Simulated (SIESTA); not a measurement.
Cd2Ni:

```
CELL_PARAMETERS angstrom
4.53352 0.00000 0.00000
-2.26676 3.92615 0.00000
0.00000 0.00000 3.20553
ATOMIC_POSITIONS crystal
Cd 0.33333 0.66667 0.50000
Cd 0.66667 0.33333 0.50000
Ni 0.00000 0.00000 0.00000
```

The cell was built by a generator and needn't be a form met in nature.

```yaml
Program: SIESTA 5.4.2
Task: relaxation of cell and atoms
Functional: RPBE
Potentials_or_basis: PseudoDojo 0.4 standard (PBE files)
Basis: DZP (energy shift 0.002 Ry)
Grid_cutoff: 800 Ry
Energy_shift: 0.002 Ry
k_mesh: 5 × 5 × 6
Occupations: fermi-dirac, width 0.05 eV
Spin: collinear spin, ferromagnetic start
Starting_moments: "[0.0, 0.0, 1.0] μB"
```

At the start: pressure 1.2 GPa; volume 19.02 Å³/atom.

Q: How do energy, volume and symmetry change on relaxing?

A: Over 9 steps the energy falls by 108.2 meV/atom and the volume is 18.52 Å³/atom (-2.6 %); space group P6/mmm (No. 191, to 0.05 Å); moment 0.00 μB per cell.

Step by step:
```csv
step,energy change (eV),largest force (eV/Å),pressure (GPa),volume (Å³)
1,0.0000,0.0000,1.20,57.06
2,-0.0254,0.0000,0.90,57.12
3,-0.2739,0.0001,-2.19,57.69
4,-0.3062,0.0000,-2.26,57.32
5,-0.3168,0.0001,-1.76,56.87
6,-0.3214,0.0002,-1.18,56.38
7,-0.3246,0.0002,0.25,55.43
8,-0.3245,0.0001,-0.06,55.59
9,-0.3247,0.0000,-0.01,55.57
```

Final structure:
```
Cd Ni
1.0
     4.70957   -0.00015    0.00000
    -2.35492    4.07853    0.00000
     0.00000    0.00000    2.89302
Cd Ni
2 1
Direct
  0.33334 0.66666 0.50000
  0.66666 0.33334 0.50000
  0.00000 0.00000 0.00000
```

Caveat: semicore shells carry a single zeta, which can move pressures by several GPa and volumes by a few percent; the potentials were made for another functional, which shifts forces and pressure; the basis of atomic orbitals isn't converged, which shifts pressures, moduli and gaps.
